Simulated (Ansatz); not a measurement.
This script drives the Python package of Ansatz (0.2.0).

The script reads `scho2.xyz`:
```text
4
Lattice="1.61658904 0.93333812 4.53092416 -1.61658904 0.93333812 4.53092416 0.0 -1.86667624 4.53092416" Properties=species:S:1:pos:R:3 pbc="T T T"
Sc    0.00000000    0.00000000    0.00000000
H     0.00000000   -0.00000000    6.79638623
O    -0.00000000   -0.00000000    8.01567152
O    -0.00000000   -0.00000000    5.57710095
```

Script `phonons_scho2.py`:
```python
'''Harmonic phonons of ScHO2.'''

from pathlib import Path

import ansatz as az
import numpy as np


def main() -> None:
    scho2 = az.Crystal.from_extxyz('scho2.xyz')

    # the cell itself: zone-centre modes alone
    job = (
        scho2.calculation()
        .functional('LDA')
        .pseudopotentials('nc')
        .occupations('fixed')
        .mixing('broyden', ndim=12, beta=0.4)
        .scf(tolerance=1e-08, max_iterations=80)
        .kpoints(6, 6, 6)
        .phonons('fd', supercell=1)
    )
    res = job.run(runs_dir='out')
    folder = Path(res.output_folder) / 'results'
    ph = res.phonons

    print('modes at Gamma (1/cm):', np.round(ph.gamma_omega_inv_cm, 1) + 0.0)
    print(f'{ph.n_members} displaced supercells, sum-rule residual {ph.asr_residual_pre_ev_ang2:.1e} eV/A^2')
    optical = np.sort(ph.gamma_omega_inv_cm)
    print('imaginary modes at Gamma:', int((optical < -10).sum()), '- highest mode', round(float(optical[-1]), 1), '1/cm')


if __name__ == '__main__':
    main()
```

It is started by `python phonons_scho2.py`. How long does it take on 1 thread of Arm Neoverse V2, with other jobs on the host, and how much memory does it need?

It took about 53 s, with a peak of 0.51 GiB, for 1 run of the engine.

Running `python phonons_scho2.py` prints:
```text
DeckWarning: basis.ecutwfc = 1142.878222 eV, auto-derived from the records' recommended cutoffs: set by O (normal level)
RunWarning: on the 22×22×22 q-mesh 1024 entries of the irreducible table, 1.000e0 modes per cell, the lowest at -769.74 cm⁻¹, stand at or below zero and are read as no rigid motion or as one in [...]
modes at Gamma (1/cm): [-769.7    0.     0.     0.   259.8  259.8  345.3  345.3  679.4  741.3
 1214.9 1214.9]
4 displaced supercells, sum-rule residual 1.0e-03 eV/A^2
imaginary modes at Gamma: 1 - highest mode 1214.9 1/cm
```
(Warnings from the package without file and line, shortened.)

Caveats:
- These settings explore the input space; cutoff and mesh may be short of convergence.
- The run is spin-unpolarised.
- The cell isn't relaxed first, so the values belong to this volume.
- No non-analytic term is added, so at the zone centre the longitudinal optical modes of a polar crystal aren't split off.
- Some modes are imaginary (printed negative) at these settings, from an unstable structure or from unconverged force constants, so sums over modes carry no meaning.
- The structure comes from a database of computed cells and needn't be a stable or known phase.
- The structure is taken as given and the supercell is small; imaginary modes can come from an unrelaxed or unstable start.
